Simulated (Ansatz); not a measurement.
# FH5OSn: the cost of one run

Program: Ansatz 0.2.0, Gaussian basis. Level of theory: PBE0-D4/def2-SVPD. These are calculated values, not measurements.

## 1. Starting geometry

The start, a known saddle point with all atoms moved at random by about 0.06 Å a coordinate: 8 atoms, charge 0, spin multiplicity 1.

Atoms are counted from 1 here; the program's logs count them from 0.

Bond lengths: Sn1–O2 2.125 Å, Sn1–H3 1.750 Å, Sn1–H4 1.749 Å, Sn1–H5 1.626 Å, Sn1–F7 2.248 Å, O2–H6 0.986 Å, O2–H8 0.929 Å. Angles: O2–Sn1–H3 114.1°, O2–Sn1–H4 92.6°, O2–Sn1–H5 112.5°, O2–Sn1–F7 60.1°, H3–Sn1–H4 107.2°, H3–Sn1–H5 117.6°, H3–Sn1–F7 81.6°, H4–Sn1–H5 109.7°, H4–Sn1–F7 152.0°, H5–Sn1–F7 87.9°, Sn1–O2–H6 83.3°, Sn1–O2–H8 120.0°, H6–O2–H8 117.1°.

As a file:

| atom | x (Å) | y (Å) | z (Å) |
| --- | --- | --- | --- |
| Sn1 | -0.0473 | -0.6675 | 0.5025 |
| O2 | 0.6873 | 0.9158 | -0.7103 |
| H3 | -1.5717 | -1.3352 | -0.0389 |
| H4 | 1.2125 | -1.7608 | -0.0249 |
| H5 | 0.1201 | -0.3639 | 2.0907 |
| H6 | -0.1400 | 1.3677 | -0.4201 |
| F7 | -1.2062 | 1.2518 | 0.3404 |
| H8 | 0.8018 | 0.7871 | -1.6236 |

## 2. The search

Contents of run/in.yaml:

```yaml
crystal:
  periodic: [false, false, false]
  atoms:
    - {symbol: Sn, position_ang: [-0.047295, -0.667508, 0.502478]}
    - {symbol: O, position_ang: [0.687330, 0.915838, -0.710288]}
    - {symbol: H, position_ang: [-1.571708, -1.335174, -0.038883]}
    - {symbol: H, position_ang: [1.212479, -1.760839, -0.024905]}
    - {symbol: H, position_ang: [0.120056, -0.363891, 2.090673]}
    - {symbol: H, position_ang: [-0.140032, 1.367740, -0.420110]}
    - {symbol: F, position_ang: [-1.206223, 1.251813, 0.340372]}
    - {symbol: H, position_ang: [0.801762, 0.787134, -1.623634]}
basis:
  gaussian: {orbitals: def2-SVPD}
hamiltonian: {xc: pbe0, dispersion: d4}
saddle:
  f_tol: 0.02
  max_steps: 40
  mode_guess:
    - [-0.2496, 0.1284, 0.1571]
    - [0.0293, 0.1897, -0.0944]
    - [-0.0882, -0.0922, 0.0478]
    - [-0.1042, 0.2574, -0.0278]
    - [-0.0446, -0.0799, 0.1554]
    - [0.5594, -0.1029, -0.3810]
    - [-0.0702, -0.4205, 0.2226]
    - [-0.0319, 0.1199, -0.0798]
```

Run with:

```bash
$ ansatz run in.yaml --threads 4 --pin off --events-out ev --progress --plain --max-ram 9574MiB
```

**Question.** How long does this run take on 4 threads of Intel Xeon, shared host?

About 2.9 min.
